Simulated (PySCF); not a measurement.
# C₅H₄NO−: excited states, first hyperpolarisability

What do calculations give for the excited states, first hyperpolarisability of C₅H₄NO− (`N#C/C=C/C=C/[O-]`)?

Programs: PySCF 2.14.0, with routines of our own; each step states its level. All values are computed. Atoms count from 0.

## Step 1: The starting structure

11 atoms, charge -1, multiplicity 1; geometry from: GFN2-xTB.

## Step 2: Optimising the geometry at PBE0-D3(BJ)/def2-SVP

What the job is given:

```
{"job": {"xc": "PBE0", "basis": "def2-SVP", "d3": "d3bj", "grid": 2, "kind": "geom"}, "charge": -1, "multiplicity": 1}
N      3.504487     1.122601     0.656541
C      2.531243     0.496243     0.562440
C      1.388858    -0.266161     0.461538
C      0.217650     0.198907    -0.089777
C     -0.963617    -0.518469    -0.219799
C     -2.117559     0.019628    -0.791146
O     -3.215813    -0.532725    -0.953100
H      1.447848    -1.279153     0.843986
H      0.215305     1.222640    -0.457623
H     -1.000815    -1.541775     0.134950
H     -2.002164     1.080935    -1.134052
```

Command:

```bash
$ OMP_NUM_THREADS=1 python excited_run.py task.json out
```

One launch serves the whole session: the jobs run in the order shown.

Standard output:

```text
step   0  E = -322.32142665  max force = 0.024304
step   1  E = -322.32379611  max force = 0.004130
step   2  E = -322.32369001  max force = 0.004170
step   3  E = -322.32383502  max force = 0.001371
step   4  E = -322.32379183  max force = 0.001124
step   5  E = -322.32384705  max force = 0.000274
optimisation converged
```

It took 15 s on 1 thread of AMD EPYC 9R45, shared host; peak memory 0.6 GiB.

Along the way: (the energy doesn't fall at every step)

```
step  energy from step 0 (eV)  largest force component (eV/Å)
   0                   0.0000                          1.2498
   1                  -0.0645                          0.2124
   2                  -0.0616                          0.2144
   3                  -0.0655                          0.0705
   4                  -0.0644                          0.0578
   5                  -0.0659                          0.0141
```

Distances of close pairs at the start and the end, largest changes first:

```
  bond  before (Å)  after (Å)  change (Å)
 C1–C2       1.377      1.405      +0.028
 C4–C5       1.396      1.420      +0.024
 C3–H8       1.088      1.101      +0.013
 C2–C3       1.375      1.388      +0.013
C5–H10       1.121      1.134      +0.013
 C4–H9       1.084      1.096      +0.013
 C2–H7       1.084      1.095      +0.011
 N0–C1       1.161      1.172      +0.010
```

The end geometry stands in the next job.

```
                         at the end point                 value
  point group (found at 0.08 Å tolerance)                    Cs
rotational constants (GHz, main isotopes)  23.267, 0.884, 0.852
```

## Step 3: Excited states: TDA wB97X-D/def2-TZVPD

What the job is given:

```
{"job": {"kind": "states", "xc": "wB97X-D", "basis": "def2-TZVPD", "tda": true, "soc": true, "nstates": 6, "ntriplets": 5, "nquad": 4}, "charge": -1, "multiplicity": 1}
N      3.450807     1.670284     0.712981
C      2.477993     1.022511     0.632546
C      1.323918     0.224958     0.547215
C      0.124752     0.663716     0.002018
C     -1.073137    -0.035467    -0.134749
C     -2.220675     0.560952    -0.720354
O     -3.332046     0.064795    -0.901620
H      1.403938    -0.794329     0.939024
H      0.113849     1.698626    -0.372894
H     -1.156929    -1.072653     0.210075
H     -2.033094     1.631670    -1.043508
```

Level: TDA wB97X-D/def2-TZVPD excited states, vertical, gas phase, spin-orbit mean-field couplings.

Standard output:

```text
coarse grid: 10064 points
cycle   1  E = -322.7518054090  dE =  1.102e+00  |g| = 9.664e-01  |ddm| = 3.596e+00
cycle   2  E = -322.4440889198  dE =  3.077e-01  |g| = 1.629e+00  |ddm| = 8.604e+00
cycle   3  E = -322.9514384657  dE = -5.073e-01  |g| = 1.075e-01  |ddm| = 6.591e+00
cycle   4  E = -322.9540270423  dE = -2.589e-03  |g| = 5.735e-02  |ddm| = 3.379e-01
cycle   5  E = -322.9548261057  dE = -7.991e-04  |g| = 1.592e-02  |ddm| = 1.723e-01
cycle   6  E = -322.9548958697  dE = -6.976e-05  |g| = 7.532e-03  |ddm| = 5.076e-02
cycle   7  E = -322.9549116448  dE = -1.578e-05  |g| = 3.794e-03  |ddm| = 3.209e-02
cycle   8  E = -322.9549163701  dE = -4.725e-06  |g| = 9.545e-04  |ddm| = 1.409e-02
final grid: 99728 points
cycle   9  E = -322.9411495361  dE = -1.456e-04  |g| = 6.252e-03  |ddm| = 5.566e-01
cycle  10  E = -322.9411433991  dE =  6.137e-06  |g| = 8.443e-03  |ddm| = 6.941e-02
cycle  11  E = -322.9411572026  dE = -1.380e-05  |g| = 1.176e-03  |ddm| = 1.425e-02
cycle  12  E = -322.9411574858  dE = -2.833e-07  |g| = 4.462e-04  |ddm| = 6.672e-03
cycle  13  E = -322.9411575405  dE = -5.462e-08  |g| = 8.741e-05  |ddm| = 2.565e-03
cycle  14  E = -322.9411575435  dE = -3.072e-09  |g| = 3.185e-05  |ddm| = 6.087e-04
cycle  15  E = -322.9411575443  dE = -7.176e-10  |g| = 1.517e-05  |ddm| = 2.921e-04
converged SCF energy = -322.9411575443

Singlet excitations
state   eV       nm        f     d(h-e)  d(exc)  Lambda  PR(NTO)  |dmu|/D   mu/D   main configurations
  1   4.2006   295.2   0.00004   1.107   4.183   0.236   1.027    5.089    4.588   H->L+1 0.67, H->L+2 0.24
  2   4.5248   274.0   0.00138   1.085   4.223   0.220   1.032    4.142    4.749   H->L+3 0.46, H->L+2 0.38, H->L+1 0.10
  3   4.6623   265.9   1.22175   0.281   3.284   0.678   1.189    0.558    1.179   H->L 0.89
  4   4.6659   265.7   0.00844   1.637   3.119   0.364   1.021    4.819    4.941   H-1->L 0.84, H-1->L+8 0.10
  5   4.9226   251.9   0.00284   1.385   4.772   0.233   1.073                     H->L+3 0.43, H->L+2 0.22, H->L+1 0.12
  6   5.1474   240.9   0.00074   1.779   3.764   0.316   1.027                     H->L+7 0.59, H->L+4 0.18

Triplet excitations (Tamm-Dancoff)
state   eV     d(h-e)  d(exc)  Lambda  PR(NTO)   main configurations
  1   2.6395   0.360   3.261   0.711   1.025   H->L 0.98
  2   4.1865   1.290   4.128   0.239   1.037   H->L+1 0.60, H->L+2 0.29
  3   4.2833   1.556   3.022   0.362   1.015   H-1->L 0.82, H-1->L+8 0.12
  4   4.5173   1.303   4.238   0.221   1.027   H->L+3 0.45, H->L+2 0.32, H->L+1 0.16
  5   4.8788   0.993   4.422   0.263   1.121   H->L+3 0.36, H->L+7 0.31, H->L+1 0.14
S1 - T1 = 1.5611 eV

Spin-orbit couplings |<S|Hso|T>| (cm-1)
             T1       T2       T3       T4       T5
S0        0.050    3.000   47.773    2.450   11.223
S1        4.440    0.488    0.279    4.997    0.196
S2        1.498    4.885    0.190    0.482    0.504
S3        1.640    2.927   21.442    3.880    7.149
S4       20.185    0.507    1.752    0.334    0.991
S5        5.324    0.174    0.237    1.562    0.683
S6        6.932    0.600    0.028    1.688    1.504
T1 sublevels (cm-1): 0.000 0.001 0.007   radiative rates (1/s): 0.0615 6.25e-05 0.0232
```

It took 24 s on 1 thread of AMD EPYC 9R45, shared host; peak memory 1 GiB.

Key values:

```
  quantity    value
S1 less T1  1.56 eV
```

## Step 4: Excited states: TDDFT CAM-B3LYP/def2-TZVPD

Settings changed since step 3:

```diff
@@ -1,2 +1,2 @@
-{"job": {"kind": "states", "xc": "wB97X-D", "basis": "def2-TZVPD", "tda": true, "soc": true, "nstates": 6, "ntriplets": 5, "nquad": 4}, "charge": -1, "multiplicity": 1}
+{"job": {"kind": "states", "xc": "CAM-B3LYP", "basis": "def2-TZVPD", "tpa": true, "nstates": 8, "nquad": 6, "ntriplets": 0}, "charge": -1, "multiplicity": 1}
 N      3.450807     1.670284     0.712981
```

Method: TDDFT CAM-B3LYP/def2-TZVPD excited states, vertical, gas phase, two-photon moments by quadratic response.

Standard output:

```text
coarse grid: 10064 points
cycle   1  E = -322.7212798298  dE =  1.060e+00  |g| = 9.498e-01  |ddm| = 3.524e+00
cycle   2  E = -322.2856285894  dE =  4.357e-01  |g| = 1.783e+00  |ddm| = 1.138e+01
cycle   3  E = -322.9088156003  dE = -6.232e-01  |g| = 1.422e-01  |ddm| = 1.000e+01
cycle   4  E = -322.9130978937  dE = -4.282e-03  |g| = 7.714e-02  |ddm| = 3.916e-01
cycle   5  E = -322.9144775055  dE = -1.380e-03  |g| = 1.985e-02  |ddm| = 1.983e-01
cycle   6  E = -322.9145615850  dE = -8.408e-05  |g| = 9.508e-03  |ddm| = 4.387e-02
cycle   7  E = -322.9145806877  dE = -1.910e-05  |g| = 4.473e-03  |ddm| = 3.274e-02
cycle   8  E = -322.9145863805  dE = -5.693e-06  |g| = 8.862e-04  |ddm| = 1.512e-02
final grid: 99728 points
cycle   9  E = -322.9094128415  dE = -2.498e-05  |g| = 3.302e-03  |ddm| = 2.691e-01
cycle  10  E = -322.9094127214  dE =  1.201e-07  |g| = 3.521e-03  |ddm| = 2.617e-02
cycle  11  E = -322.9094151754  dE = -2.454e-06  |g| = 1.036e-03  |ddm| = 5.966e-03
cycle  12  E = -322.9094153621  dE = -1.867e-07  |g| = 1.591e-04  |ddm| = 2.987e-03
cycle  13  E = -322.9094153684  dE = -6.267e-09  |g| = 8.026e-05  |ddm| = 1.141e-03
cycle  14  E = -322.9094153698  dE = -1.440e-09  |g| = 3.414e-05  |ddm| = 2.280e-04
cycle  15  E = -322.9094153701  dE = -3.103e-10  |g| = 1.545e-05  |ddm| = 1.261e-04
converged SCF energy = -322.9094153701

Singlet excitations
state   eV       nm        f     d(h-e)  d(exc)  Lambda  PR(NTO)  |dmu|/D   mu/D   delta(TPA)   sigma/GM   main configurations
  1   3.9999   310.0   0.00010   1.234   4.241   0.255   1.019    5.441    4.918       22.83      0.134   H->L 0.76, H->L+2 0.17
  2   4.2822   289.5   0.00099   1.230   4.287   0.232   1.014    4.639    5.233        9.77      0.066   H->L+2 0.63, H->L+3 0.22, H->L 0.11
  3   4.3499   285.0   0.90193   0.274   3.262   0.677   1.229    0.523    1.182       35.32      0.245   H->L+1 0.95
  4   4.6407   267.2   0.00048   1.589   3.214   0.357   1.076    4.548    4.616        0.64      0.005   H-1->L+1 0.82, H-1->L+8 0.10
  5   4.6784   265.0   0.00149   1.485   4.922   0.231   1.113    6.852    6.765        5.26      0.042   H->L+3 0.66, H->L+2 0.13
  6   5.0243   246.8   0.00034   1.799   3.794   0.320   1.024    6.406    6.504        2.72      0.025   H->L+7 0.57, H->L+4 0.23
  7   5.4072   229.3   0.00684   1.118   4.820   0.241   1.047                                            H->L+5 0.47, H->L+4 0.36
  8   5.5942   221.6   0.01164   0.943   3.580   0.217   1.188                                            H-1->L 0.51, H-1->L+2 0.28, H-1->L+3 0.09
```

It took 30 s on 1 thread of AMD EPYC 9R45, shared host; peak memory 1.1 GiB.

## Step 5: First hyperpolarisability: quadratic response CAM-B3LYP/def2-TZVPD

Settings changed since step 4:

```diff
@@ -1,2 +1,2 @@
-{"job": {"kind": "states", "xc": "CAM-B3LYP", "basis": "def2-TZVPD", "tpa": true, "nstates": 8, "nquad": 6, "ntriplets": 0}, "charge": -1, "multiplicity": 1}
+{"job": {"kind": "beta", "xc": "CAM-B3LYP", "basis": "def2-TZVPD"}, "charge": -1, "multiplicity": 1}
 N      3.450807     1.670284     0.712981
```

With the program's defaults for keys left out, this is: quadratic response CAM-B3LYP/def2-TZVPD first hyperpolarisability, Taylor convention, gas phase.

Standard output:

```text
coarse grid: 10064 points
cycle   1  E = -322.7212798298  dE =  1.060e+00  |g| = 9.498e-01  |ddm| = 3.524e+00
cycle   2  E = -322.2856285894  dE =  4.357e-01  |g| = 1.783e+00  |ddm| = 1.138e+01
cycle   3  E = -322.9088156003  dE = -6.232e-01  |g| = 1.422e-01  |ddm| = 1.000e+01
cycle   4  E = -322.9130978937  dE = -4.282e-03  |g| = 7.714e-02  |ddm| = 3.916e-01
cycle   5  E = -322.9144775055  dE = -1.380e-03  |g| = 1.985e-02  |ddm| = 1.983e-01
cycle   6  E = -322.9145615850  dE = -8.408e-05  |g| = 9.508e-03  |ddm| = 4.387e-02
cycle   7  E = -322.9145806877  dE = -1.910e-05  |g| = 4.473e-03  |ddm| = 3.274e-02
cycle   8  E = -322.9145863805  dE = -5.693e-06  |g| = 8.862e-04  |ddm| = 1.512e-02
final grid: 99728 points
cycle   9  E = -322.9094128415  dE = -2.498e-05  |g| = 3.302e-03  |ddm| = 2.691e-01
cycle  10  E = -322.9094127214  dE =  1.201e-07  |g| = 3.521e-03  |ddm| = 2.617e-02
cycle  11  E = -322.9094151754  dE = -2.454e-06  |g| = 1.036e-03  |ddm| = 5.966e-03
cycle  12  E = -322.9094153621  dE = -1.867e-07  |g| = 1.591e-04  |ddm| = 2.987e-03
cycle  13  E = -322.9094153684  dE = -6.268e-09  |g| = 8.026e-05  |ddm| = 1.141e-03
cycle  14  E = -322.9094153698  dE = -1.440e-09  |g| = 3.414e-05  |ddm| = 2.280e-04
cycle  15  E = -322.9094153701  dE = -3.096e-10  |g| = 1.545e-05  |ddm| = 1.261e-04
converged SCF energy = -322.9094153701

Lowest singlets (eV, f): 3.9999 0.0001  4.2822 0.0010  4.3499 0.9019

First hyperpolarisability (au)
process     nm      |vector|   parallel      HRS      DR
static         -      455.49      259.2     268.82   2.507
shg       1907.0      491.54     281.32     290.48   2.541
eope      1907.0      466.87     266.19          -       -
shg       1064.0      598.38     346.51     354.64   2.614
eope      1064.0      494.30     283.01          -       -
```

Wall time 23 s (1 thread of AMD EPYC 9R45, shared host); peak memory 1.2 GiB.

## Step 6: Results

```
                                                  quantity                                                value
                                               point group                                                   Cs
                      rotational constants (main isotopes)                                23.27, 0.88, 0.85 GHz
               S1 less T1 (step 3, TDA wB97X-D/def2-TZVPD)                                              1.56 eV
β vector (step 5, quadratic response CAM-B3LYP/def2-TZVPD)  static 455, SHG 1907.0 nm 492, SHG 1064.0 nm 598 au
```

In words: Relaxing lowered the energy by 0.066 eV in 5 steps; the close pair that moved most is C1–C2, from 1.377 to 1.405 Å. No frequency check was run at this level, so the end point may be a saddle. In step 3 some excited states are degenerate or nearly so. For an anion in the gas phase, states above the energy of detachment are held by the basis alone, so excitations and responses hang on it. In step 3, the number of triplets below S1 is 2, and the largest singlet-triplet spin-orbit coupling is S0–T3, 47.77 cm⁻¹. β grows from 455 au (static) to 598 au for doubling at 1064.0 nm: normal dispersion, which grows as twice the photon energy moves toward the bright states.
